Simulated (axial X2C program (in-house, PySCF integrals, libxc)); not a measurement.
# IAl⁺: properties at the nuclei

Aim: properties at the nuclei of IAl⁺, with spin–orbit coupling in the Hamiltonian from the start.

The runs use an in-house X2C program for linear molecules on PySCF integrals; two-component X2C with atomic mean-field terms, I dyall-cv3z, Al dyall-v3z.

All values are calculated.

## 1. The job

task.json reads:

```json
{
 "zs": [
  53,
  13
 ],
 "q": 1,
 "bas": [
  "dyall-cv3z",
  "dyall-v3z"
 ],
 "r0": 2.59,
 "levels": [
  "PBE0",
  "HF",
  "BHandHLYP",
  "B3LYP",
  "BP86"
 ],
 "nst": 3
}
```

Keys: zs atomic numbers; q charge; bas basis sets; r0 starting distance in Å; levels methods (HF also brings MP2); nst determinants followed.

Started as:

```console
> python soeom.py task.json out
```

Nuclei are Gaussian, cores are contracted, and the Gaunt term is on.

## 2. Expectation values, lowest determinant

R = 2.433 Å. State: Ω = 1/2 (excess of +ω over −ω: ω = 1/2).

Output of the PBE0 run:

```text
two-component X2C + atomic mean field  PBE0
basis functions 173  fitting functions 937  grid points 5080
iter        total energy     max residual
   1      -7354.842753814     4.30e-05
   2      -7354.842753816     5.84e-06
converged
one-electron -10367.21010382  Coulomb 3068.02142822  exact exchange -49.54328972  xc functional -151.61256249  nuclear repulsion 149.85741814  atomic mean-field constant -4.35564414
```

The highest occupied spinor is 84% I p, 9% Al p, 5% Al d.

```tsv
level	Eeff magnitude (GV/cm)	Ws magnitude I (kHz)	A∥/gI I (MHz)	qzz I (a.u.)	A∥/gI Al (MHz)	qzz Al (a.u.)
PBE0	1.25	1.31	149	8.26	1120	-0.70
HF	1.84	1.98	52.9	8.40	1170	-0.91
BHandHLYP	1.06	1.05	125	8.66	1130	-0.73
B3LYP	0.932	0.918	184	8.36	1120	-0.67
BP86	1.07	1.11	211	7.96	1130	-0.63
```

Eeff is the effective electric field on the electron dipole moment in this Ω state and Ws the scalar–pseudoscalar constant (defined with the proton number Z and per Ω); A∥ is the parallel hyperfine constant, which follows by multiplying with the nuclear g factor gI = μI/(I μN); qzz is the electric field gradient, eQq0 = 234.96 MHz × Q/barn × qzz. The operators were transformed with the bare-nucleus X2C matrices.

## 3. Expectation values, a higher determinant

R = 2.433 Å. State: Ω = 3/2 (excess of +ω over −ω: ω = 3/2), 1.39 eV above the lowest in the PBE0 search for states (made at or near this distance, with looser thresholds).

Output of the PBE0 run:

```text
two-component X2C + atomic mean field  PBE0
basis functions 173  fitting functions 937  grid points 5080
iter        total energy     max residual
   1      -7354.791707715     3.45e-05
   2      -7354.791707716     3.10e-06
converged
one-electron -10364.95093660  Coulomb 3065.81221991  exact exchange -49.54439251  xc functional -151.61037251  nuclear repulsion 149.85741814  atomic mean-field constant -4.35564414
```

The highest occupied spinor is 56% Al s, 19% Al p, 18% I p.

```tsv
level	Eeff magnitude (GV/cm)	Ws magnitude I (kHz)	A∥/gI I (MHz)	qzz I (a.u.)	A∥/gI Al (MHz)	qzz Al (a.u.)
PBE0	0.732	0.235	747	-5.84	6.29	-0.72
HF	1.51	0.548	732	-6.00	9.75	-0.73
BHandHLYP	0.771	0.249	768	-5.99	6.88	-0.73
B3LYP	0.589	0.176	777	-5.97	6.54	-0.74
BP86	0.556	0.164	770	-5.90	5.99	-0.72
```

## 4. Results

| quantity | value |
| --- | --- |
| lowest determinant | Ω = 1/2 (excess of +ω over −ω: ω = 1/2) |
| Eeff magnitude (GV/cm), PBE0 | 1.25 |
| Ws magnitude I (kHz), PBE0 | 1.31 |
| A∥/gI I (MHz), PBE0 | 149 |
| qzz I (a.u.), PBE0 | 8.26 |
| higher determinant | Ω = 3/2 (excess of +ω over −ω: ω = 3/2) |
| Eeff magnitude (GV/cm), PBE0, higher determinant | 0.732 |
| Ws magnitude I (kHz), PBE0, higher determinant | 0.235 |
| A∥/gI I (MHz), PBE0, higher determinant | 747 |
| qzz I (a.u.), PBE0, higher determinant | -5.84 |

In the first state, the effective field runs from 0.932 to 1.84 GV/cm over the mean-field levels. The expectation values come from single determinants, which for open shells can mix terms of unlike spin or miss the lowest Ω, so a determinant need not be a state. Eeff is the effective electric field on the electron dipole moment in this Ω state and Ws the scalar–pseudoscalar constant (defined with the proton number Z and per Ω); A∥ is the parallel hyperfine constant, which follows by multiplying with the nuclear g factor gI = μI/(I μN); qzz is the electric field gradient, eQq0 = 234.96 MHz × Q/barn × qzz. The operators were transformed with the bare-nucleus X2C matrices.
